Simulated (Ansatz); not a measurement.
**C2H6Cl2Se2Ti: small, medium and large basis sets**

One table from this session's results is given with a row withheld; the runs are named, their logs left out.

Program: Ansatz 0.2.0, Gaussian basis. Level of theory: one geometry, several basis sets. These are calculated values, not measurements.

Levels to be run: PBE0-D4/def2-SVP; ωB97M-V/def2-SVP; PBE0-D4/def2-QZVPP; ωB97M-V/def2-QZVPP; the functionals' def2-TZVPP values are taken from earlier runs.

## The relaxed structure

The geometry comes from an earlier relaxation with PBE0-D4 in a triple-zeta def2 set; it is a stationary point, not always the lowest conformer.

13 atoms, charge 0, spin multiplicity 1.

Atoms are counted from 1 here; the program's logs count them from 0.

Bond lengths: C1–Se2 1.962 Å, C1–H8 1.088 Å, C1–H9 1.089 Å, C1–H10 1.087 Å, Se2–Ti3 2.385 Å, Ti3–Cl4 2.183 Å, Ti3–Cl5 2.183 Å, Ti3–Se6 2.385 Å, Se6–C7 1.962 Å, C7–H11 1.087 Å, C7–H12 1.089 Å, C7–H13 1.088 Å. Angles: Se2–C1–H8 109.2°, Se2–C1–H9 106.6°, Se2–C1–H10 109.8°, H8–C1–H9 110.7°, H8–C1–H10 110.4°, H9–C1–H10 110.1°, C1–Se2–Ti3 98.8°, Se2–Ti3–Cl4 111.3°, Se2–Ti3–Cl5 104.5°, Se2–Ti3–Se6 104.1°, Cl4–Ti3–Cl5 120.2°, Cl4–Ti3–Se6 104.5°, Cl5–Ti3–Se6 111.3°, Ti3–Se6–C7 98.8°, Se6–C7–H11 109.8°, Se6–C7–H12 106.6°, Se6–C7–H13 109.2°, H11–C7–H12 110.1° and more.

The first run:

in.yaml

```yaml
crystal:
  periodic: [false, false, false]
  atoms:
    - {symbol: C, position_ang: [0.077517, -2.396825, 0.043740]}
    - {symbol: Se, position_ang: [-0.003973, -1.168475, -1.483530]}
    - {symbol: Ti, position_ang: [-1.452193, 0.479613, -0.548229]}
    - {symbol: Cl, position_ang: [-3.271494, -0.425795, 0.248650]}
    - {symbol: Cl, position_ang: [-1.576551, 2.030147, -2.079568]}
    - {symbol: Se, position_ang: [-0.279793, 1.257892, 1.377400]}
    - {symbol: C, position_ang: [1.340399, 1.922132, 0.493187]}
    - {symbol: H, position_ang: [0.533017, -1.886415, 0.889832]}
    - {symbol: H, position_ang: [0.687364, -3.242614, -0.268788]}
    - {symbol: H, position_ang: [-0.924502, -2.733517, 0.298833]}
    - {symbol: H, position_ang: [1.074864, 2.680362, -0.239649]}
    - {symbol: H, position_ang: [1.964112, 2.357596, 1.271836]}
    - {symbol: H, position_ang: [1.851535, 1.091299, 0.011185]}
basis:
  gaussian: {orbitals: def2-SVP}
hamiltonian: {xc: pbe0, dispersion: d4}
output: {orbitals: {seedname: orbitals}}
```

Command:

```console
$ ansatz run in.yaml --threads 4 --pin off --events-out ev --progress --plain --max-ram 66560MiB --backend cpu
```

Steps of the session up to this table: PBE0-D4 in def2-SVP; ωB97M-V in def2-SVP; PBE0-D4 in def2-QZVPP; ωB97M-V in def2-QZVPP.

One table of the session follows, with a row left open; its other results are not shown here.

It belongs to the step «Density functionals: the series». 

```
functional       basis  HOMO (eV)  LUMO (eV)
   PBE0-D4    def2-SVP      -6.87      -3.16
   PBE0-D4  def2-TZVPP      -6.92      -3.13
   PBE0-D4  def2-QZVPP      -6.93      -3.14
   ωB97M-V    def2-SVP      -8.86      -1.01
   ωB97M-V  def2-TZVPP      -8.95      -1.03
   ωB97M-V  def2-QZVPP          ?          ?
```

**Question.** Estimate the row for ωB97M-V, def2-QZVPP.

The run gave: HOMO (eV): -8.96; LUMO (eV): -1.05. In the column «HOMO (eV)» it is the lowest.
